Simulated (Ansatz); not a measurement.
# CH₅AlS₂: how energies converge with the basis set

The task here is to estimate one member of a computed series from the others.

Program: Ansatz 0.2.0, Gaussian basis. Level of theory: one geometry, several basis sets. These are calculated values, not measurements.

Plan: PBE0-D4/def2-SVP; ωB97M-V/def2-SVP; PBE0-D4/def2-QZVPP; ωB97M-V/def2-QZVPP; the functionals' def2-TZVPP values are taken from earlier runs.

## The relaxed structure

All runs share one geometry, relaxed beforehand with PBE0-D4 in a triple-zeta def2 set.

9 atoms, charge 0, spin multiplicity 1.

Atoms are counted from 1 here; the program's logs count them from 0.

Bond lengths: C1–Al2 1.949 Å, C1–H5 1.094 Å, C1–H6 1.093 Å, C1–H7 1.095 Å, Al2–S3 2.254 Å, Al2–S4 2.432 Å, Al2–H8 1.581 Å, S3–S4 2.084 Å, S4–H9 1.351 Å. Angles: Al2–C1–H5 111.5°, Al2–C1–H6 112.3°, Al2–C1–H7 110.3°, H5–C1–H6 108.3°, H5–C1–H7 106.9°, H6–C1–H7 107.3°, C1–Al2–S3 117.9°, C1–Al2–S4 111.9°, C1–Al2–H8 125.2°, S3–Al2–S4 52.6°, S3–Al2–H8 115.7°, S4–Al2–H8 108.7°, Al2–S3–S4 68.1°, Al2–S4–S3 59.3°, Al2–S4–H9 97.1°, S3–S4–H9 100.6°.

Set-up of the first run:

The input, in.yaml:

```yaml
crystal:
  periodic: [false, false, false]
  atoms:
    - {symbol: C, position_ang: [-0.281878, 0.779856, -1.094699]}
    - {symbol: Al, position_ang: [0.483468, -0.774109, -0.200744]}
    - {symbol: S, position_ang: [1.702559, -0.424012, 1.662638]}
    - {symbol: S, position_ang: [-0.263414, -0.952550, 2.107297]}
    - {symbol: H, position_ang: [-1.274051, 0.560472, -1.499997]}
    - {symbol: H, position_ang: [-0.366610, 1.641274, -0.427344]}
    - {symbol: H, position_ang: [0.347738, 1.081564, -1.938136]}
    - {symbol: H, position_ang: [0.577031, -2.227113, -0.817680]}
    - {symbol: H, position_ang: [-0.836344, 0.268318, 2.191568]}
basis:
  gaussian: {orbitals: def2-SVP}
hamiltonian: {xc: pbe0, dispersion: d4}
output: {orbitals: {seedname: orbitals}}
```

On the command line:

```
> ansatz run in.yaml --threads 2 --pin off --events-out ev --progress --plain --max-ram 4352MiB
```

Among the steps run: PBE0-D4 in def2-SVP; ωB97M-V in def2-SVP; PBE0-D4 in def2-QZVPP; ωB97M-V in def2-QZVPP.

One of the session's tables, all rows but one given; the rest of the session is left out.

```
functional       basis  HOMO (eV)
   PBE0-D4    def2-SVP      -7.18
   PBE0-D4  def2-TZVPP      -7.25
   PBE0-D4  def2-QZVPP      -7.28
   ωB97M-V    def2-SVP      -9.29
   ωB97M-V  def2-TZVPP      -9.40
   ωB97M-V  def2-QZVPP          ?
```

Q: Estimate the row for ωB97M-V, def2-QZVPP from the others.

**Answer.** HOMO (eV): -9.43. In the column «HOMO (eV)» it is the lowest.
